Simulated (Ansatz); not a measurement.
## GeH4OSe, SMILES [OH][GeH2][SeH]: vertical spin-state energies, step by step

Program: the Python package of Ansatz (0.2.0).

Interactive session:
```pycon
>>> import ansatz as az
>>> BASIS = "cc-pVDZ"
>>> LEVEL = "ccsd_t"
>>> GEOMETRY = """
... O    -1.28650   -0.45260   -0.79360
... Ge   -0.17900    0.55000    0.15940
... Se    1.61550   -0.80400    0.76190
... H    -1.53880   -1.13080   -0.20510
... H     0.33660    1.74050   -0.70290
... H    -0.87870    1.09970    1.43420
... H     1.99220   -1.07080   -0.69960
... """
>>> molecule = az.Crystal.molecule()
>>> for line in GEOMETRY.strip().splitlines():
...     symbol, *xyz = line.split()
...     molecule = molecule.atom(symbol, [float(v) for v in xyz])
...
>>> calc = molecule.calculation()
>>> calc = calc.basis(gaussian=BASIS).correlation(LEVEL)
>>> found = {}
>>> for unpaired in [0, 2]:
...     summary = calc.spin("collinear", total=unpaired).run().report
...     s = unpaired / 2
...     found[unpaired] = summary["free_energy_ev"]
...     print(f"2S+1 = {unpaired + 1}: E = {found[unpaired]:.5f} eV, <S^2> = {abs(summary['mean_field']['state']['spin_squared']):.3f} (pure state {s * (s + 1):.2f})")
...
2S+1 = 1: E = -123889.80914 eV, <S^2> = 0.000 (pure state 0.00)
2S+1 = 3: E = -123884.74164 eV, <S^2> = 2.018 (pure state 2.00)
>>> lowest = min(found, key=found.get)
>>> for unpaired, e in found.items():
...     print(f"multiplicity {unpaired + 1}: {(e - found[lowest]):.3f} eV above the lowest")
...
multiplicity 1: 0.000 eV above the lowest
multiplicity 3: 5.067 eV above the lowest
```

In order: multiplicity 1 (+0.00 eV) and multiplicity 3 (+5.07 eV), all at the one geometry.

Reading the output:
- Total energies depend on the basis set; only differences at equal settings carry meaning.
- The geometry is a force-field or estimated start, not a minimum of this method, and the basis set is short of its limit. All parts are taken at fixed geometry, without zero-point energy.
- S² is that of the Hartree-Fock reference.
- Wall time of the script: 100 s on 1 thread of Arm Neoverse V2 (shared host), peak memory 0.68 GiB.
